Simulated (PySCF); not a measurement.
# C2H4N2Si: the cost of one run

The runs use PySCF 2.14.0, with density-fitted response routines of our own; the level of theory stands in each step. All values are computed, except where a source is named. Atoms are numbered from 0 throughout.

## 1. Starting geometry

9 atoms, charge 0, multiplicity 1; geometry from: GFN2-xTB. The atoms were then displaced at random by about 0.01 Å, so the start is not that level's minimum.

Bonds of the start (Å): C0–N1 1.23, N1–Si2 1.71, Si2–C3 1.90, C3–N4 1.12, C0–H5 1.13, C0–H6 1.08, Si2–H7 1.48, Si2–H8 1.43.

## 2. Geometry optimisation at PBE0-D3(BJ)/def2-SVP

The job: settings as JSON, then the geometry in Å.

```
{"job": {"xc": "PBE0", "basis": "def2-SVP", "d3": "d3bj", "grid": 1, "shake": 0.01, "kind": "geom"}, "charge": 0, "multiplicity": 1}
C     -1.538440     0.300150     0.980680
N     -0.858040     0.177360    -0.042180
Si     0.557480    -0.674900    -0.465550
C      1.741820     0.717870    -0.993920
N      2.433140     1.528660    -1.331540
H     -2.449380     0.957960     0.919880
H     -1.352560    -0.140390     1.947580
H      1.331870    -1.427050     0.553350
H      0.191920    -1.456820    -1.602030
```

Launch:

```bash
$ OMP_NUM_THREADS=1 python probes_run.py task.json out
```

The driver reads the jobs from task.json and runs them one after another.

Q: Estimate the wall time and peak memory of this first job on 1 thread of Arm Neoverse V1, shared host.

About 21 s, with a peak of 0.39 GiB.
